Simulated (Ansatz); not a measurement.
# Ruthenium, omega (AlB2-type) under PBEsol: ground state and equation of state

Aim: take ruthenium in the omega (AlB2-type) structure, relax it, solve it on a dense k-mesh, then scale the cell to 7 volumes from 88 to 112 % of the relaxed one and try a fit of the equation of state. Spin polarisation is left out. The k-meshes are 9×9×12 for the relaxation; 11×11×16 for the dense run; 10×10×13 for the volumes.

Method: DFT PBEsol, plane waves (420 eV) with PAW, scalar-relativistic; PAW files made under PBE, frozen cores solved again for the functional, in Ansatz 0.2.0.

### 1 The structure to begin with

The structure is hexagonal, space group P6/mmm (No. 191). Conventional cell: a = 4.247 Å, b = 4.247 Å, c = 2.603 Å, α = 90.00°, β = 90.00°, γ = 120.00°. Ru (site symmetry 6/mmm) has 14 Ru at 2.60 to 2.78 Å as nearest neighbours. Around Ru (site symmetry -6m2) lie 11 Ru at 2.45 to 2.78 Å.

Coordinates:

```xyz
3
Lattice="4.2469 0.0000 0.0000 -2.1235 3.6779 0.0000 0.0000 0.0000 2.6034" Properties=species:S:1:pos:R:3 pbc="T T T"
Ru    0.0000    0.0000    0.0000
Ru    0.0000    2.4520    1.3017
Ru    2.1235    1.2260    1.3017
```

### 2 Geometry optimisation

Input file input.yaml:

```yaml
crystal:
  lattice:
    - [4.2469224303, 0.0, 0.0]
    - [-2.1234612151, 3.6779427125, 0.0]
    - [0.0, 0.0, 2.6033634498]
  atoms:
    - { symbol: Ru, position: [0.0, 0.0, 0.0] }
    - { symbol: Ru, position: [0.3333333333, 0.6666666667, 0.5] }
    - { symbol: Ru, position: [0.6666666667, 0.3333333333, 0.5] }
hamiltonian:
  xc: pbesol
  pseudopotentials:
    kind: paw
    azcp:
      Ru: "pseudopotentials/Ru.paw.azcp"
basis:
  ecutwfc: 420
  fft_grid_basis: typed
kpoints:
  mp_grid: { grid: [9, 9, 12], shift: [0, 0, 0] }
magnetization:
  spin_polarized: false
scf:
  occupations: { method: fermi_dirac, width: 0.1 }
relax:
  max_steps: 60
  f_tol: 0.01
  cell: {}
output:
  write_density: true
  write_potential: true
  elf: true
  volumetric_format: npy
```

The runs that follow: Single point on a dense mesh; At 88 % of the relaxed volume; At 92 % of the relaxed volume; At 96 % of the relaxed volume; At 100 % of the relaxed volume; At 104 % of the relaxed volume; At 108 % of the relaxed volume; At 112 % of the relaxed volume.

Before running it: what results should come out? Wanted: space group; conventional cell; volume; shortest distance; gap on the mesh; relative to hcp; V₀, B₀, B₀′.

The runs gave:

```
                      quantity                                   value
space group (spins left aside)                        P6/mmm (No. 191)
             conventional cell  a = 4.224 Å, c = 2.651 Å (c/a = 0.628)
                        volume                          13.651 Å³/atom
             shortest distance                                 2.439 Å
               gap on the mesh            none (levels filled in part)
               relative to hcp                           +282 meV/atom
                   V₀, B₀, B₀′            13.638 Å³/atom, 327 GPa, 4.8
```

What this shows: From the guessed start the volume grew by 0.7 % in 5 steps. It lies 282 meV/atom above the element's reference form at the same level (hcp, from a run of its own), so it is far from stable. No gap shows: it is a metal or semimetal at this level. The fitted modulus is 327 GPa, among the stiffest elements; letting shape and positions relax at each volume could only lower it. Relaxation kept the symmetry; phonons were not checked.
